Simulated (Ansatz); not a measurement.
I need a relaxed scan of one distance of CH₃AlI, SMILES [CH3][Al][I]. Use Ansatz 0.2.0 through its Python package. Settings (for the species named): Hartree-Fock, def2-SVP basis, multiplicity 2.

```xyz
6

C    -0.4735    0.4479   -0.3180
Al    0.5688   -1.1731   -0.3695
I     2.0451   -1.7621    1.6305
H     0.2205    1.3824   -0.2264
H    -1.2200    0.4465    0.5122
H    -1.0989    0.5945   -1.2749
```

Script `relaxed_scan_ch3ali.py`:
```python
"""One bond of CH3AlI held at set lengths while the rest relaxes."""

import ansatz as az
import numpy as np

geometry_ang = [
    ("C", [-0.4735, 0.4479, -0.318]),
    ("Al", [0.5688, -1.1731, -0.3695]),
    ("I", [2.0451, -1.7621, 1.6305]),
    ("H", [0.2205, 1.3824, -0.2264]),
    ("H", [-1.22, 0.4465, 0.5122]),
    ("H", [-1.0989, 0.5945, -1.2749]),
]
geometry = az.Crystal.molecule()
for symbol, xyz in geometry_ang:
    geometry = geometry.atom(symbol, xyz)

setup = (
    geometry.calculation()
    .basis(gaussian="def2-SVP")
    .functional("HF")
    .spin("collinear", total=1)
)
symbols = [site.symbol for site in geometry.cartesian_sites]
pairs = [(0, 1), (0, 3), (0, 4), (0, 5), (1, 2)]
print("held (A)   E (eV)        ", "  ".join(f"{symbols[i]}{i}-{symbols[j]}{j}" for i, j in pairs))
for length in [1.03, 1.12, 1.21, 1.34, 1.51]:
    data = setup.relax(constraints=[az.DistanceConstraint((0, 4), at=length)], force_tolerance=0.02, max_steps=60).run().report
    xyz = np.array(data["positions_ang"])
    print(f"{length:6.2f} {data['free_energy_ev']:14.5f}  ", "  ".join(f"{np.linalg.norm(xyz[i] - xyz[j]):.3f}" for i, j in pairs))
```

```console
$ python relaxed_scan_ch3ali.py
held (A)   E (eV)         C0-Al1  C0-H3  C0-H4  C0-H5  Al1-I2
DeckWarning: relax.constraints: the input's atoms, or those drawn, lie off the distances that are held; a relaxation that starts there is brought onto them ahead of its first SCF, by positions alone, an atom by 4.32e-2 Å at the most. With the symmetry [...]
  1.03   -15731.39567   1.974  1.095  1.030  1.092  2.527
  1.12   -15731.46772   1.973  1.094  1.120  1.091  2.526
  1.21   -15731.29182   1.970  1.093  1.210  1.091  2.525
  1.34   -15730.81389   1.962  1.091  1.340  1.091  2.522
  1.51   -15730.04565   1.950  1.089  1.510  1.089  2.524
```
(Warnings from the package without file and line, shortened, repeats left out.)

Reading the output:
- Total energies depend on the basis set; only differences at equal settings carry meaning.
- The energies are electronic: no zero-point or thermal terms, and the basis set is short of its limit.
- def2 sets replace the cores of elements past krypton by effective core potentials.
- The run takes the species as open-shell (spin multiplicity 2), which needn't be its ground state.
- Timing: 70 s on 1 thread of Arm Neoverse V1, on a shared host, peak memory 0.26 GiB.
